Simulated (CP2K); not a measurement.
# revPBE-D3(BJ)/TZV2P-MOLOPT-PBE-GTH (core potential) run of GaF (SMILES [F][Ga])

What is the vertical ionisation energy of GaF at revPBE-D3(BJ)/TZV2P-MOLOPT-PBE-GTH (core potential)? 

The calculation is run with CP2K 2026.2.

6 further runs of the same task are left out: 3 that didn't finish, 3 set aside as unsound or not needed.

## 1. The structure to begin with

GaF: 2 atoms, total charge 0, spin state singlet. As SMILES, `[F][Ga]`. The shape is that of a PBE0-D4/def2-TZVP optimisation.

Bond lengths: F1–Ga2 1.787 Å.

## 2. A single-point energy at revPBE-D3(BJ)/TZV2P-MOLOPT-PBE-GTH (core potential)

The input, molecule.inp:

```
&GLOBAL
  PROJECT molecule
  RUN_TYPE ENERGY
  PRINT_LEVEL MEDIUM
&END

&FORCE_EVAL
  METHOD Quickstep
  &DFT
    BASIS_SET_FILE_NAME BASIS_MOLOPT_UZH
    POTENTIAL_FILE_NAME POTENTIAL_UZH
    # Quickstep
    &QS
      METHOD GPW
      EPS_DEFAULT 1.0E-10
    &END
    # plane-wave cutoff in Ry
    &MGRID
      CUTOFF 400
      REL_CUTOFF 50
      NGRIDS 4
    &END
    # isolated system
    &POISSON
      PERIODIC NONE
      POISSON_SOLVER MULTIPOLE
    &END
    &SCF
      SCF_GUESS ATOMIC
      EPS_SCF 1.0E-06
      MAX_SCF 30
      &OT
        MINIMIZER DIIS
        PRECONDITIONER FULL_SINGLE_INVERSE
      &END
      &OUTER_SCF
        EPS_SCF 1.0E-06
        MAX_SCF 8
      &END
    &END
    # functional
    &XC
      &XC_FUNCTIONAL
        &PBE
          PARAMETRIZATION REVPBE
        &END
      &END
      &VDW_POTENTIAL
        POTENTIAL_TYPE PAIR_POTENTIAL
        &PAIR_POTENTIAL
          TYPE DFTD3(BJ)
          PARAMETER_FILE_NAME dftd3.dat
          REFERENCE_FUNCTIONAL revPBE
          R_CUTOFF 15
        &END
      &END
    &END
    # extra output
    &PRINT
      &MOMENTS
        PERIODIC F
        REFERENCE COM
        MAX_MOMENT 1
      &END
      &MO_CUBES
        NLUMO 1
        NHOMO -1
        WRITE_CUBE F
      &END
      &HIRSHFELD OFF
      &END
    &END
  &END
  # atoms, cell and kinds
  &SUBSYS
    &CELL
      ABC 7 7 8.8
      PERIODIC NONE
    &END
    &COORD
      F      0.000000     0.000000     0.006300
      Ga     0.000000     0.000000     1.792850
    &END
    &TOPOLOGY
      &CENTER_COORDINATES
      &END
    &END
    &KIND F
      BASIS_SET TZV2P-MOLOPT-PBE-GTH-q7
      POTENTIAL GTH-PBE-q7
    &END
    &KIND Ga
      BASIS_SET TZV2P-MOLOPT-PBE-GTH-q13
      POTENTIAL GTH-PBE-q13
    &END
  &END
&END
```

Launch:

```bash
$ OMP_NUM_THREADS=1 cp2k.psmp -i molecule.inp -o molecule.out
```

Log:

```text
CP2K| version string:                                       CP2K version 2026.2
[...]
 GLOBAL| Method name                                                        CP2K
[...]
 GLOBAL| Run type                                                         ENERGY
[...]
 DFT| Spin restricted Kohn-Sham (RKS) calculation                            RKS
 DFT| Multiplicity                                                             1
[...]
 DFT| Charge                                                                   0
[...]
 FUNCTIONAL| PBE:
[...]
 QS| Method:                                                                 GPW
[...]
 QS| Density cutoff [a.u.]:                                                200.0
[...]
 QS| Relative density cutoff [a.u.]:                                        25.0
[...]
                             - Atoms:                                          2
[...]
                             - Spherical basis functions:                     70
[...]
 Number of electrons:                                                         20
[...]
     1 OT DIIS     0.80E-01    0.5     0.14542580       -98.3692374537 -9.84E+01
[...]
    21 OT DIIS     0.80E-01    0.5     0.00000078       -98.9126968348 -7.15E-11
  *** SCF run converged in    21 steps ***
[...]
  Overlap energy of the core charge distribution:               0.00000000750544
  Self energy of the core charge distribution:               -161.64716046296024
  Core Hamiltonian energy:                                     47.34771046566615
  Hartree energy:                                              30.25821636368265
  Exchange-correlation energy:                                -14.87033561182378
  Dispersion energy:                                           -0.00112759690237
  Total energy:                                               -98.91269683483215
[...]
                     Mulliken Population Analysis
 #  Atom  Element  Kind  Atomic population                           Net charge
       1     F        1          7.433088                             -0.433088
       2     Ga       2         12.566912                              0.433088
 # Total charge                             20.000000                  0.000000
[...]
  Dipole moment [Debye]
    X=  0.1858325E-05 Y= -0.3755893E-04 Z=  0.2240493E+01  Total=      2.2404932
[...]
 HOMO - LUMO gap [eV] :    4.698252
 ENERGY| Total FORCE_EVAL ( QS ) energy [hartree]            -98.912696834832147
[...]
```

Run time: 11 s. Hardware: 1 thread of Arm Neoverse V2, shared host; peak memory 0.45 GiB.

## 3. The doublet cation, same level

The input, molecule.xyz:

```xyz
2

F      0.000000     0.000000     0.006300
Ga     0.000000     0.000000     1.792850
```

The input, calc.inp:

```
&GLOBAL
  PROJECT calc
  RUN_TYPE ENERGY
  PRINT_LEVEL MEDIUM
&END GLOBAL
&FORCE_EVAL
  METHOD Quickstep
  &DFT
    BASIS_SET_FILE_NAME BASIS_MOLOPT_UZH
    POTENTIAL_FILE_NAME POTENTIAL_UZH
    CHARGE 1
    MULTIPLICITY 2
    UKS T
    ! Quickstep
    &QS
      METHOD GPW
      EPS_DEFAULT 1.0E-10
    &END QS
    &MGRID
      CUTOFF 400
      REL_CUTOFF 50
      NGRIDS 4
    &END MGRID
    &POISSON
      PERIODIC NONE
      POISSON_SOLVER MULTIPOLE
    &END POISSON
    &SCF
      SCF_GUESS ATOMIC
      EPS_SCF 1.0E-06
      MAX_SCF 30
      &OT
        MINIMIZER DIIS
        PRECONDITIONER FULL_ALL
      &END OT
      &OUTER_SCF
        EPS_SCF 1.0E-06
        MAX_SCF 5
      &END OUTER_SCF
    &END SCF
    &XC
      &XC_FUNCTIONAL
        &PBE
          PARAMETRIZATION REVPBE
        &END PBE
      &END XC_FUNCTIONAL
      &VDW_POTENTIAL
        POTENTIAL_TYPE PAIR_POTENTIAL
        &PAIR_POTENTIAL
          TYPE DFTD3(BJ)
          PARAMETER_FILE_NAME dftd3.dat
          REFERENCE_FUNCTIONAL revPBE
          R_CUTOFF 15
        &END PAIR_POTENTIAL
      &END VDW_POTENTIAL
    &END XC
    ! extra output
    &PRINT
      &MOMENTS
        PERIODIC F
        REFERENCE COM
        MAX_MOMENT 1
      &END MOMENTS
      &MO_CUBES
        NLUMO 5
        NHOMO -1
        WRITE_CUBE F
      &END MO_CUBES
      &HIRSHFELD OFF
      &END HIRSHFELD
    &END PRINT
  &END DFT
  ! atoms, cell and kinds
  &SUBSYS
    &CELL
      ABC 7 7 8.8
      PERIODIC NONE
    &END CELL
    &TOPOLOGY
      COORD_FILE_NAME molecule.xyz
      COORD_FILE_FORMAT XYZ
      &CENTER_COORDINATES
      &END CENTER_COORDINATES
    &END TOPOLOGY
    &KIND F
      BASIS_SET TZV2P-MOLOPT-PBE-GTH-q7
      POTENTIAL GTH-PBE-q7
    &END KIND
    &KIND Ga
      BASIS_SET TZV2P-MOLOPT-PBE-GTH-q13
      POTENTIAL GTH-PBE-q13
    &END KIND
  &END SUBSYS
&END FORCE_EVAL
```

Launch:

```bash
$ OMP_NUM_THREADS=1 cp2k.psmp -i calc.inp -o calc.out
```

Log:

```text
CP2K| version string:                                       CP2K version 2026.2
[...]
 GLOBAL| Method name                                                        CP2K
[...]
 GLOBAL| Run type                                                         ENERGY
[...]
 DFT| Spin unrestricted (spin-polarized) Kohn-Sham calculation               UKS
 DFT| Multiplicity                                                             2
[...]
 DFT| Charge                                                                   1
[...]
 FUNCTIONAL| PBE:
[...]
 QS| Method:                                                                 GPW
[...]
 QS| Density cutoff [a.u.]:                                                200.0
[...]
 QS| Relative density cutoff [a.u.]:                                        25.0
[...]
                             - Atoms:                                          2
[...]
                             - Spherical basis functions:                     70
[...]
 Number of electrons:                                                         10
[...]
     1 OT DIIS     0.15E+00    0.8     0.06912619       -97.8388504751 -9.78E+01
[...]
    21 OT DIIS     0.15E+00    0.8     0.00000092       -98.5304269706 -3.20E-09
  *** SCF run converged in    21 steps ***
[...]
  Overlap energy of the core charge distribution:               0.00000000750544
  Self energy of the core charge distribution:               -161.64716046296024
  Core Hamiltonian energy:                                     47.04502513456838
  Hartree energy:                                              30.67183195939544
  Exchange-correlation energy:                                -14.59899601219890
  Dispersion energy:                                           -0.00112759690237
  Total energy:                                               -98.53042697059223
[...]
                     Mulliken Population Analysis
 #  Atom  Element  Kind  Atomic population (alpha,beta) Net charge  Spin moment
       1     F        1         3.773945     3.469532    -0.243477     0.304414
       2     Ga       2         6.226055     5.530468     1.243477     0.695586
 # Total charge and spin       10.000000     9.000000     1.000000     1.000000
[...]
  Dipole moment [Debye]
    X= -0.3216212E-04 Y= -0.3693945E-04 Z=  0.3361611E+01  Total=      3.3616110
[...]
 WARNING : did not converge in ot_eigensolver
 number of iterations          299  exceeded maximum
 current gradient / target gradient   1.6240846663686697E-005  /    1.0000000000000001E-005
[...]
 HOMO - LUMO gap [eV] :    2.141045
 ENERGY| Total FORCE_EVAL ( QS ) energy [hartree]            -98.530426970592231
[...]
```

Run time: 20 s. Hardware: 1 thread of Arm Neoverse V2, shared host; peak memory 0.55 GiB.

## 4. Outcome

At revPBE-D3(BJ)/TZV2P-MOLOPT-PBE-GTH (core potential):

| quantity | value |
| --- | --- |
| singlet GaF: total energy | -98.91270 Eh |
| singlet GaF: dipole moment | 2.24 D |
| singlet GaF: HOMO energy | -6.70 eV |
| singlet GaF: LUMO energy | -2.00 eV |
| singlet GaF: HOMO–LUMO gap | 4.70 eV |
| singlet GaF: dispersion energy | -2.96 kJ/mol |
| doublet cation: total energy | -98.53043 Eh |
| doublet cation: HOMO energy (highest over α and β) | -15.67 eV |
| doublet cation: LUMO energy (lowest over α and β) | -14.15 eV |
| doublet cation: dispersion energy | -2.96 kJ/mol |
| doublet cation: ⟨S²⟩ | 0.754 |
| vertical ionisation energy (to the doublet cation) | 10.402 eV |

**Reading.** Removing an electron at fixed nuclei costs 10.40 eV (240 kcal/mol). −ε(HOMO) before ionisation, 6.70 eV, is 3.70 eV below this ionisation energy.
